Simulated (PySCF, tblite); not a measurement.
**C₅H₈BO₂ radical: geometry, infrared bands and EPR parameters**

Aim: predict the infrared bands and EPR parameters of C₅H₈BO₂ radical (`CCC=C=CB([O])O`).

The runs use tblite 0.8.0 and PySCF 2.14.0, with density-fitted response routines of our own; the level of theory stands in each step. All values are computed, except where a source is named. Atoms count from 0, in the outputs and in this text.

**1. The molecule as given**

16 atoms, charge 0, multiplicity 2; geometry from: force field or distance geometry start.

Bonds of the start (Å): C0–C1 1.50, C1–C2 1.49, C2–C3 1.31, C3–C4 1.30, C4–B5 1.54, B5–O6 1.47, B5–O7 1.49, C0–H8 1.11, C0–H9 1.09, C0–H10 1.14, C1–H11 1.12, C1–H12 1.08, C2–H13 1.05, C4–H14 1.06, O7–H15 0.99.

**2. Relaxing the molecule with GFN2-xTB**

What the job is given:

```
{"job": {"kind": "relax", "xc": "GFN2-xTB", "basis": "xTB"}, "charge": 0, "multiplicity": 2}
C     -2.348400     0.623200     0.871000
C     -1.655600     0.058700    -0.335400
C     -0.634700    -0.979200    -0.024800
C      0.602200    -0.605800    -0.249100
C      1.832700    -0.237000    -0.431700
B      2.504400     0.478400     0.753700
O      1.779000     0.991000     1.928000
O      3.835800    -0.095100     1.108000
H     -1.899700     1.565600     1.239400
H     -2.524300    -0.074900     1.694200
H     -3.379600     0.934300     0.496600
H     -2.442900    -0.442900    -0.957500
H     -1.290500     0.891400    -0.922500
H     -0.790000    -1.951000     0.329000
H      2.254100    -0.432600    -1.380600
H      4.150100    -0.715000     0.405100
```

On the command line:

```sh
> OMP_NUM_THREADS=1 python probes_run.py task.json out
```

One launch serves the whole session: the jobs run in the order shown.

**Question.** This job is followed by: GFN2-xTB harmonic vibrations, gas phase; UKS B3LYP, pcH-1 on B C H O, non-relativistic, mean-field spin-orbit, GIAO. What will the session give for the following? strongest single infrared mode (GFN2-xTB); zero-point energy (GFN2-xTB); g(iso) (B3LYP); ⟨S²⟩; largest a(iso); surface potential, 1st and 99th percentile.

As calculated:

```
                                 quantity                   value
strongest single infrared mode (GFN2-xTB)  2998 cm⁻¹, 1062 km/mol
             zero-point energy (GFN2-xTB)           74.0 kcal/mol
                           g(iso) (B3LYP)                 2.00274
                                     ⟨S²⟩      0.768 (exact 0.75)
                           largest a(iso)     1H on H11, 98.4 MHz
    surface potential, 1st and 99th percentile      -1.95 V and 1.81 V
```

In words: The optimisation took 182 steps and gained 2.556 eV; among the close pairs (by a distance rule), C4–B5 changed most, from 1.539 to 3.528 Å. All 42 modes are real, so the xTB geometry is a minimum. The strongest single mode, at 2998 cm⁻¹, moves mainly H15. Unscaled tight-binding wavenumbers are off by several per cent, some by more. Its intensities can rank the bands wrongly. The structure rearranged or came apart on optimisation; the results belong to the end geometry, not to the formula as drawn. The largest spin populations lie on C2 (0.72 e), C4 (0.52 e). The isotropic g lies 0.4 ppt above the free-electron value.
